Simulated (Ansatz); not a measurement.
# Cd3Se: equation of state with PBE

The system is Cd3Se.

```
CELL_PARAMETERS angstrom
-2.04095 2.04095 6.08708
2.04095 -2.04095 6.08708
2.04095 2.04095 -6.08708
ATOMIC_POSITIONS crystal
Cd 0.50000 0.50000 0.00000
Cd 0.25000 0.75000 0.50000
Cd 0.75000 0.25000 0.50000
Se 0.00000 0.00000 0.00000
```

The cell comes from a database or a generator and needn't be the stable form of this composition.

```yaml
Program: Ansatz 0.2.0
Task: equation of state
Functional: PBE
Potentials_or_basis: Ansatz PAW
Cutoff: 420 eV
Density_cutoff: 1680 eV
k_mesh: 9 × 9 × 9
Occupations: fermi-dirac, width 0.05 eV
Spin: no spin polarisation
```

```json
{
  "Equilibrium volume": "25.03 Å³/atom",
  "Bulk modulus at fixed shape and positions": "40 GPa",
  "Pressure derivative of the bulk modulus": "5.3"
}
```

Energy against volume, from the lowest point:
| volume (Å³/atom) | energy (meV/atom) |
| --- | --- |
| 23.834 | 7.70 |
| 24.341 | 2.32 |
| 24.849 | 0.00 |
| 25.356 | 0.37 |
| 25.863 | 3.10 |
| 26.370 | 7.92 |
| 26.877 | 14.56 |

All runs of the series together: 78 s on 2 threads of Arm Neoverse V1, on a shared host.

Caveat: the cell was scaled at fixed shape and fractional positions, which overstates the stiffness of a crystal with free parameters, most of all of layers and chains.
